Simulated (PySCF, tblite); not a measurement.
# C7H15B: geometry, infrared bands, NMR shifts, electronic excitations and core binding energies

What infrared bands, NMR shifts, electronic excitations and core binding energies should C7H15B (`CB(C)CC=C(C)C`) show?

Computed with tblite 0.8.0 and PySCF 2.14.0, with density-fitted response routines of our own, on a single molecule in the gas phase. Atoms are numbered from 0 throughout.

### Step 1. The molecule as given

23 atoms, charge 0, multiplicity 1; geometry from: force field or distance geometry start.

Bonds of the start (Å): C0–B1 1.60, B1–C2 1.59, B1–C3 1.60, C3–C4 1.50, C4–C5 1.36, C5–C6 1.51, C5–C7 1.50, C0–H8 1.11, C0–H9 1.10, C0–H10 1.12, C2–H11 1.11, C2–H12 1.10, C2–H13 1.12, C3–H14 1.12, C3–H15 1.12, C4–H16 1.09, C6–H17 1.11, C6–H18 1.11, C6–H19 1.11, C7–H20 1.12, C7–H21 1.11, C7–H22 1.10.

### Step 2. Geometry optimisation with GFN2-xTB

What the job is given:

```
{"job": {"kind": "relax", "xc": "GFN2-xTB", "basis": "xTB"}, "charge": 0, "multiplicity": 1}
C      1.901300    -1.834000     0.336000
B      1.579500    -0.265400     0.365600
C      2.459800     0.710200    -0.524900
C      0.444200     0.317700     1.328300
C     -0.607700     1.049300     0.558000
C     -1.620900     0.456700    -0.127300
C     -2.589500     1.332100    -0.877900
C     -1.786700    -1.037900    -0.135700
H      1.753600    -2.212600    -0.695100
H      2.938500    -2.008900     0.652900
H      1.210600    -2.382100     1.019500
H      2.128700     1.761900    -0.368300
H      3.517300     0.616300    -0.249300
H      2.317800     0.448300    -1.599600
H     -0.016800    -0.485600     1.950400
H      0.927300     1.021000     2.051800
H     -0.532700     2.139300     0.540500
H     -3.094900     2.017000    -0.167800
H     -3.370700     0.731500    -1.380600
H     -2.043700     1.923700    -1.635300
H     -2.686500    -1.334300    -0.727200
H     -1.932900    -1.418700     0.895400
H     -0.900200    -1.518600    -0.585300
```

Command:

```console
> OMP_NUM_THREADS=1 python probes_run.py task.json out
```

This one command runs all jobs of the session in turn.

**Question.** This job is followed by: GFN2-xTB harmonic vibrations, gas phase; PBE0-D3(BJ)/def2-SVP geometry optimisation, gas phase; GIAO PBE0/pcSseg-1 NMR shielding, non-relativistic, gas phase; TDDFT wB97X-D/def2-SVPD, vertical, gas phase, core orbitals frozen in the response; GIAO wB97X-D/pcSseg-1 NMR shielding, non-relativistic, gas phase; delta-SCF UKS SCAN, pcX-2 on the ionised atom, pcseg-1 elsewhere, spin-free X2C. Predict these results of the whole session: strongest single infrared mode (GFN2-xTB); zero-point energy (GFN2-xTB); point group; rotational constants (main isotopes); ¹³C shifts against TMS (PBE0/pcSseg-1, means over atoms taken as alike); ¹H shifts against TMS (PBE0/pcSseg-1, means over atoms taken as alike); ¹¹B shifts against BF3·OEt2 (PBE0/pcSseg-1); surface potential, 1st and 99th percentile; lowest singlet (wB97X-D/def2-SVPD); brightest single state of those computed; lowest triplet; vertical ionisation energy (ΔSCF); C1s binding energies, SCAN/pcX-2; range of the shift of B1.

**Answer**, as computed:

| quantity | value |
| --- | --- |
| strongest single infrared mode (GFN2-xTB) | 1172 cm⁻¹, 183 km/mol |
| zero-point energy (GFN2-xTB) | 125.9 kcal/mol |
| point group | C1 |
| rotational constants (main isotopes) | 3.61, 0.94, 0.88 GHz |
| ¹³C shifts against TMS (PBE0/pcSseg-1, means over atoms taken as alike) | 135.7, 132.7, 36.1, 28.1, 18.1, 15.0 ppm |
| ¹H shifts against TMS (PBE0/pcSseg-1, means over atoms taken as alike) | 5.58, 2.18, 1.76, 1.50, 0.84 ppm |
| ¹¹B shifts against BF3·OEt2 (PBE0/pcSseg-1) | 89.3 ppm |
| surface potential, 1st and 99th percentile | -0.76 V and 0.88 V |
| lowest singlet (wB97X-D/def2-SVPD) | 5.56 eV (223 nm), f = 0.006 |
| brightest single state of those computed | state 4, 6.82 eV, f = 0.442 |
| lowest triplet | 4.26 eV |
| vertical ionisation energy (ΔSCF) | 8.25 eV |
| C1s binding energies, SCAN/pcX-2 | C7 290.43, C6 290.39, C0 289.85, C5 289.80, C3 289.74, C4 289.52 eV |
| range of the shift of B1 | 85.5 to 89.3 ppm |

**Reading.** Over 226 steps the energy fell by 0.317 eV; of the close pairs, C4–C5 changed most, 1.359 to 1.328 Å (GFN2-xTB). No mode is imaginary among the 63: a minimum at this level. The strongest single mode, at 1172 cm⁻¹, is spread over many atoms; the largest shares are those of B1, C3. GFN2-xTB is a fitted tight-binding method: band positions and strengths are rough. Its intensities can rank the bands wrongly. Relaxing lowered the energy by 0.237 eV in 23 steps; the close pair that moved most is C0–H8, from 1.064 to 1.107 Å (PBE0/def2-SVP). H16 (hydrogen on an alkene CH) lies farthest downfield among hydrogen, at 5.58 ppm; a vinylic proton, deshielded by the sp2 carbon and the C=C anisotropy. At PBE0/pcSseg-1: The widest tensor belongs to C5: span 225 ppm, with a paramagnetic part of -213 ppm. The first singlet state (HOMO→LUMO 0.88) lies at 5.56 eV and is weak; of the 10 states computed, the strongest absorption comes from state 4 at 6.82 eV. The lowest triplet lies 1.29 eV below the lowest singlet (triplets in Tamm-Dancoff, singlets in full TDDFT). At wB97X-D/def2-SVPD, the highest states lie near or above the ionisation energy, where they hang on the basis. The orbital energy would give 8.17 eV for ionisation, ΔSCF gives 8.25 eV. The C1s levels kept as sound span 0.91 eV, from C4 (alkene CH) up to C7 (allylic methyl carbon). Across the 2 runs the shift of B1 moves most, between 85.5 (wB97X-D/pcSseg-1) and 89.3 ppm (PBE0/pcSseg-1).
